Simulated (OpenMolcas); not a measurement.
# Re⁵⁺ with 5 ligands (fluoride): CASSCF and CASPT2 levels and susceptibility

Which state of Re⁵⁺ lies lowest among these ligands, how large is the field, and what χT follows?

The numbers are computed with OpenMolcas 26.06 (state-averaged CASSCF and CASPT2, spin-orbit coupling by RASSI with atomic mean-field integrals), except any that are marked as measured or tabulated.

## (1) The system

```
Species                           : Re⁵⁺ (rhenium, Z = 75, 70 electrons)
Basis                             : ANO-RCC-VDZP [7s6p4d2f1g], 164 functions with the ligands
Scalar Hamiltonian                : DKH2, point nucleus
Inactive shells                   : 1s 2s 2p 3s 3p 3d 4s 4p 4d 4f 5s 5p of the metal, and all ligand shells
Active space                      : 2 electrons in 5 orbitals (5d)
Some configurations of this space : 5d²
Orbitals                          : optimised for each spin and parity, averaged over all roots
```

Outer shells as boxes (Hund's rule):

5d2
```
5d [↑ ][↑ ][  ][  ][  ]
```

Re⁵⁺ is taken with 5 ligands (fluoride, bromide on the axis) in trigonal bipyramid coordination (D3h) at 1.9 Å, the axial distance 2.531 Å. Ligand basis ANO-RCC-VDZP. The distances are assumed, not relaxed.

```xyz
6

Re    0.0000    0.0000    0.0000
F     1.9000    0.0000    0.0000
F    -0.9500    1.6454    0.0000
F    -0.9500   -1.6454    0.0000
Br    0.0000    0.0000    2.5308
Br    0.0000    0.0000   -2.5308
```

Each step is its own input file, run in one work folder so that later steps find the files of earlier ones. Labels, J, g values, rates, χT and fits are worked out afterwards by a script from the matrices that RASSI stores.

## (2) One- and two-electron integrals

a.inp reads:

```
&GATEWAY
Coord
6

Re 0.0 0.0 0.0
F 1.900000 0.000000 0.000000
F -0.950000 1.645448 0.000000
F -0.950000 -1.645448 0.000000
Br 0.000000 0.000000 2.530800
Br 0.000000 0.000000 -2.530800
Basis=Re.ANO-RCC-VDZP,Br.ANO-RCC-VDZP,F.ANO-RCC-VDZP
Group=NoSym
NoMove
AngMom=0.0 0.0 0.0
AMFI
RICD
&SEWARD
```

The run is started by

```bash
> OMP_NUM_THREADS=1 MOLCAS_MEM=2457 MOLCAS_PROJECT=a pymolcas a.inp > a.log
```

## (3) Reference wave functions, triplets, 10 roots

a.inp reads:

```
&RASSCF
FileOrb=start.orb
Symmetry=1
Spin=3
nActEl=2 0 0
Inactive=85
Ras2=5
CIRoot=10 10 1
SDav=10
CIMx=300
Iter=150 100
PrWF=0.3
OrbListing=Nothing
MaxOrb=0
LevShft=1.0
>>> COPY $Project.JobIph JOB001
```

start.orb holds start orbitals that the driver prepared beforehand, or those of the step before.

## (4) CASSCF: singlets, 15 roots

a.inp reads:

```
&RASSCF
FileOrb=start.orb
Symmetry=1
Spin=1
nActEl=2 0 0
Inactive=85
Ras2=5
CIRoot=15 15 1
SDav=15
CIMx=300
Iter=150 100
PrWF=0.3
OrbListing=Nothing
MaxOrb=0
LevShft=1.0
>>> COPY $Project.JobIph JOB002
```

## (5) State interaction with spin-orbit coupling

a.inp reads:

```
&RASSI
NrOfJobIphs=2 10 15
1 2 3 4 5 6 7 8 9 10
1 2 3 4 5 6 7 8 9 10 11 12 13 14 15
IphNames
JOB001
JOB002
EJob
SpinOrbit
DIPRint=1.0
SOCoupling=1000.0
Subsets=2
Property=9
'ANGMOM' 1 'ANGMOM' 2 'ANGMOM' 3 'MLTPL  1' 1 'MLTPL  1' 2 'MLTPL  1' 3
'AMFI' 1 'AMFI' 2 'AMFI' 3
SOProperty=3
'ANGMOM' 1 'ANGMOM' 2 'ANGMOM' 3
```

## (6) CASPT2: IPEA 0.25, imaginary shift 0.1 (55 orbitals frozen, the lowest in energy)

a.inp reads:

```
>>> COPY JOB001 $Project.JobIph
&CASPT2
Multistate=10 1 2 3 4 5 6 7 8 9 10
NoMult
Frozen=55
IPEA=0.25
Imaginary=0.1
MaxIter=60
WThr=0.0 0.3 0.05
PrWF=0.5
NoMix
>>> COPY JOB002 $Project.JobIph
&CASPT2
Multistate=15 1 2 3 4 5 6 7 8 9 10 11 12 13 14 15
NoMult
Frozen=55
IPEA=0.25
Imaginary=0.1
MaxIter=60
WThr=0.0 0.3 0.05
PrWF=0.5
NoMix
```

(Steps that only read results are left out.)

Before running it: what results should come out? Wanted: spin-free ground state; first state of the same spin within the active space; lowest level; next level.

As calculated:

```
                                            quantity                                                                                 value
                                              method  SS-CASPT2, IPEA 0.25, imaginary shift 0.1 (55 orbitals frozen, the lowest in energy)
                              spin-free ground state                                                       3A1, 1-fold in its orbital part
first state of the same spin within the active space                                                                     3A2 at 10600 cm⁻¹
                                        lowest level                                                                             1-fold A2
                                          next level                                                                            857.1 cm⁻¹
                                         χT at 300 K                                                                        0.21 cm³ K/mol
                           effective moment at 300 K                                                                               1.30 μB
```

Cost by method:

```csv
method,time of its own steps,time with the reference
A. CASSCF,96 s,96 s
"B. SS-CASPT2, IPEA 0.25, imaginary shift 0.1 (55 orbitals frozen, the lowest in energy)",5.7 min,7.3 min
```

Times are of one thread on a shared host.

What this shows: The spin-free ground state (3A1) is 1-fold and keeps the highest spin of the shell. χT at 300 K is 0.21, against 1.00 cm³ K/mol for the spin alone, so spin-orbit coupling lowers it. CASPT2 does not keep the components of a term degenerate, and the means are used. The frozen orbitals are chosen by energy, so an outer shell of the metal can be frozen while a deeper shell elsewhere is correlated. The bonds are covalent and no ligand orbital is active, so the numbers are rough.
